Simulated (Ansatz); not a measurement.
Runs of Ansatz 0.2.0 on CoCl2O2. The structure is monoclinic, space group C2/m (No. 12). Conventional cell: a = 7.162 Å, b = 7.854 Å, c = 3.483 Å, α = 90.00°, β = 96.93°, γ = 90.00°. Co (site symmetry 2/m) is surrounded by 2 O at 1.63 Å. Cl (site symmetry m) is surrounded by 2 Co at 2.38 to 2.45 Å. O (site symmetry 2) has 1 Co at 1.63 Å as nearest neighbours. The cell comes from a database or a generator and needn't be the stable form of this composition.

| level | U | hubbard projectors | double counting | gap on the mesh (eV) | pressure (GPa) | moment (μB) | relaxed volume (Å³/atom) |
| --- | --- | --- | --- | --- | --- | --- | --- |
| LDA+U | Co d U = 4 eV | ortho-atomic (the default) | fll (the default) | none | 0.0 | (a) | 13.04 |
| LDA+U | Co d U = 5 eV | ortho-atomic (the default) | fll (the default) | none | 0.0 | 1.97 | 13.35 |
| LDA+U | Co d U = 1 eV | ortho-atomic (the default) | fll (the default) | none | 0.0 | 1.41 | 12.59 |
| LDA+U | Co d U = 2 eV | ortho-atomic (the default) | fll (the default) | none | 0.0 | 1.48 | 12.60 |
| LDA | - | - | - | none | 0.0 | 0.77 | (b) |

Alike in all rows: task relaxation of cell and atoms; potentials or basis Ansatz PAW; spin collinear, ferromagnetic start; cell relaxed; k mesh 5 × 5 × 8; cutoff (eV) 420; smearing fermi-dirac 0.05 eV.

Estimate the missing entries.

(a) 1.61; (b) 12.61.

Caveats: the volume moved by over 15 % at a fixed basis, so the end points are rough; the plane-wave basis is chosen anew once the cell has moved, so the energies of steps on either side of that aren't comparable; a cell with one magnetic atom can't hold antiferromagnetic order, which such compounds often take; the PAW data sets come from PBE, with cores solved anew for the run's functional, which leaves a small shift of forces and pressure; the magnetic or orbital state may not be the lowest (some runs); semilocal functionals often make such compounds metallic where correlation or magnetic order opens a gap, which also shifts bond lengths (some runs).

A gap of «none» marks a metal or a gap under the smearing width.
